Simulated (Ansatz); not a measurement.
# YbRu3B2: the cost of one run

All numbers below are computed with Ansatz 0.2.0 (DFT r²SCAN, scalar-relativistic, plane waves, PAW).

1 further run of the same task is left out (it didn't finish). Runs told in other sessions of the task aren't counted.

**1. The system as given**

The cell holds 17 atoms (B6Ru8Yb3): a = 6.243 Å, b = 6.243 Å, c = 6.243 Å, α = 99.10°, β = 99.10°, γ = 99.10°.

The coordinates of this cell stand in the input of its own run.

The host was relaxed before at r²SCAN: a = 5.486 Å, b = 5.486 Å, c = 2.981 Å, α = 90.00°, β = 90.00°, γ = 120.00° (conventional cell), 12.946 Å³/atom.

Places, in fractions of the supercell: a vacancy on Ru at (1.000, 0.500, 0.000). Its neighbours start displaced at random, with a spread of 0.05 Å in each coordinate.

**2. The perfect crystal in the supercell of 18 atoms**

The input, input.yaml:

```yaml
crystal:
  lattice:
    - [-2.7427669229, -4.7506116695, 2.9806875483]
    - [5.4855338507, 2.9e-09, 2.9806875483]
    - [-2.7427669279, 4.7506116666, 2.9806875483]
  atoms:
    - { symbol: Yb, position: [1.0, 0.0, 1.0] }
    - { symbol: Yb, position: [0.3333333333, 0.3333333333, 0.3333333333] }
    - { symbol: Yb, position: [0.6666666667, 0.6666666667, 0.6666666667] }
    - { symbol: B, position: [0.6666666667, 1.0, 0.3333333333] }
    - { symbol: B, position: [1.0, 0.3333333333, 0.6666666667] }
    - { symbol: B, position: [0.3333333333, 0.6666666667, 0.0] }
    - { symbol: B, position: [0.6666666667, 0.3333333333, 1.0] }
    - { symbol: B, position: [1.0, 0.6666666667, 0.3333333333] }
    - { symbol: B, position: [0.3333333333, 0.0, 0.6666666667] }
    - { symbol: Ru, position: [1.0, 0.5, 0.0] }
    - { symbol: Ru, position: [0.3333333333, 0.8333333333, 0.3333333333] }
    - { symbol: Ru, position: [0.6666666667, 0.1666666667, 0.6666666667] }
    - { symbol: Ru, position: [0.8333333333, 0.3333333333, 0.3333333333] }
    - { symbol: Ru, position: [0.1666666667, 0.6666666667, 0.6666666667] }
    - { symbol: Ru, position: [0.5, 0.0, 1.0] }
    - { symbol: Ru, position: [1.0, 1.0, 0.5] }
    - { symbol: Ru, position: [0.3333333333, 0.3333333333, 0.8333333333] }
    - { symbol: Ru, position: [0.6666666667, 0.6666666667, 0.1666666667] }
basis:
  ecutwfc: 500
  xc_grid: 3
kpoints:
  mp_grid: { grid: [4, 4, 4], shift: [0.5, 0.5, 0.5] }
hamiltonian:
  xc: r2scan
scf:
  occupations: { method: gaussian, width: 0.05 }
output:
  forces: true
  stress: true
  eigenvalues: true
  write_density: true
  write_potential: true
  elf: true
  volumetric_format: npy
```

Command:

```bash
$ ansatz run input.yaml --threads 8 --pin off --max-ram 14336MiB --backend cpu --events-out ev --progress --plain --runs-dir out
```

**Question.** How long does this run take on 8 threads of Arm Neoverse V2, shared host, and how much memory does it need?

About 13 s, with a peak of 2.1 GiB.
